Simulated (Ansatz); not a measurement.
# AlClFH4NS: the cost of one run

Program: Ansatz 0.2.0. Level of theory: RKS B3LYP-D4/6-31G*. These are calculated values, not measurements.

### Step 1. The starting structure

Bond lengths: Al1–Cl2 2.580 Å, Al1–F3 1.690 Å, Al1–N4 1.920 Å, N4–H5 1.060 Å, N4–H6 1.060 Å, Al1–S7 2.560 Å, S7–H8 1.400 Å, Cl2–H9 1.547 Å, S7–H9 1.592 Å. Angles: Al1–Cl2–H9 70.8°, Cl2–Al1–F3 120.0°, Cl2–Al1–N4 120.0°, Cl2–Al1–S7 71.6°, F3–Al1–N4 120.0°, F3–Al1–S7 105.4°, N4–Al1–S7 92.8°, Al1–N4–H5 120.0°, Al1–N4–H6 120.0°, H5–N4–H6 120.0°, Al1–S7–H8 109.5°, Al1–S7–H9 70.9°, H8–S7–H9 115.1°, Cl2–H9–S7 146.7°.

Structure file:

```xyz
9

Al    0.0000    0.0000    0.0000
Cl    0.0000    0.0000    2.5800
F     1.4635    0.0000   -0.8450
N    -1.6627    0.0000   -0.9600
H    -2.3316   -0.8164   -0.8614
H    -1.9118    0.8164   -1.5886
S    -0.3202    2.4082    0.8072
H    -1.6213    2.8314    0.5106
H    -0.1925    1.4482    2.0709
```

### Step 2. A restrained relaxation towards end A

Springs on the bonds that form and break draw the guess towards this end; the thresholds are loose.

Input file input.yaml:

```yaml
crystal:
  periodic: [false, false, false]
  atoms:
    - { symbol: Al, position_ang: [0.0, 0.0, 0.0] }
    - { symbol: Cl, position_ang: [0.0, 0.0, 2.58] }
    - { symbol: F, position_ang: [1.4635, 0.0, -0.845] }
    - { symbol: "N", position_ang: [-1.6627, 0.0, -0.96] }
    - { symbol: H, position_ang: [-2.3316, -0.8164, -0.8614] }
    - { symbol: H, position_ang: [-1.9118, 0.8164, -1.5886] }
    - { symbol: S, position_ang: [-0.3202, 2.4082, 0.8072] }
    - { symbol: H, position_ang: [-1.6213, 2.8314, 0.5106] }
    - { symbol: H, position_ang: [-0.1925, 1.4482, 2.0709] }
basis:
  gaussian: { orbitals: "6-31G*" }
hamiltonian:
  xc: b3lyp
  dispersion: d4
relax:
  f_tol: 0.15
  max_steps: 25
  restrain:
    - { distance: [0, 6], at: 3.46, k: 30.0 }
    - { distance: [8, 1], at: 2.57, k: 30.0 }
    - { distance: [0, 1], at: 2.23, k: 30.0 }
    - { distance: [8, 6], at: 1.4, k: 30.0 }
```

Run with:

```bash
$ ansatz run input.yaml --threads 2 --pin off --max-ram 3072MiB --backend cpu --events-out ev --progress --plain --runs-dir out
```

Q: Estimate wall time and peak memory on 2 threads of Arm Neoverse V2, shared host.

About 45 s, with a peak of 0.21 GiB.
